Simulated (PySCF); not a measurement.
**CuCl: relaxation and vibrations of the singlet**

Aim: relax CuCl as a singlet from a linear start, check by its vibrations whether the end is a minimum, and collect its spectrum and constants.

The runs use PySCF 2.14.0; B3LYP, basis Cu def2-SVP, Cl def2-SVP, no relativity, density fitting.

## Step 1: The system as given

2 atoms, charge 0, spin multiplicity 1.

Bond lengths: Cu1–Cl2 2.216 Å.

Coordinates in bohr (charge 0 multiplicity 1):
```
Cu    0.0000    0.0000    0.0000
Cl    0.0000    0.0000    4.1876
```

## Step 2: Finding the electronic state

One driver script runs all steps and calls PySCF; scf.py shows how it sets up the SCF of each step. The optimiser is the driver's own. After this first run the driver tries any further starts and a stability analysis.

scf.py

```python
from pyscf import gto, scf, dft
mol = gto.M(atom='''
Cu     0.000000     0.000000     0.000000
Cl     0.000000     0.000000     2.216000''',
    basis={'Cu': 'def2-SVP', 'Cl': 'def2-SVP'},
    charge=0, spin=0)
mf = dft.RKS(mol, xc='B3LYP')
mf.grids.atom_grid = (50, 194)
aux = {'Cu': 'def2-universal-JKFIT', 'Cl': 'def2-universal-JKFIT'}
mf = mf.density_fit(auxbasis=aux)
mf.conv_tol = 1e-08
mf.diis_space = 10
mf.max_cycle = 60
mf.init_guess = 'minao'
mf.verbose = 4
mf.kernel()
```

The run is started by

```bash
> OMP_NUM_THREADS=2 python axn.py task.json out
```

Further steps of the session: Linear start, singlet: relaxation; Hessian and properties.

**Question.** What will these runs give? Wanted: minimum; geometry; wavenumbers; dipole moment; highest occupied, lowest empty level; polar-tensor charge of Cu1; zero-point energy; atomisation energy.

**Answer**, as computed:

| quantity | value |
| --- | --- |
| minimum | singlet, C∞v |
| geometry | Cu–Cl 2.093 Å |
| wavenumbers (cm⁻¹) | 404 (σ+) |
| dipole moment | 4.99 D |
| highest occupied, lowest empty level | -6.57, -2.84 eV |
| polar-tensor charge of Cu1 | +0.55 e |
| zero-point energy | 2.4 kJ/mol |
| entropy at 298.15 K | 237.3 J/(mol K) |
| atomisation energy (no zero-point energy) | 351 kJ/mol |

In words: The molecule stays C∞v, as typed, and the end point is a minimum. In the infrared the band at 404 cm⁻¹ (σ+, stretch) leads. Only this shape and spin were tried, so other structures or states may lie lower. The stability of the closed-shell solution was not tested.
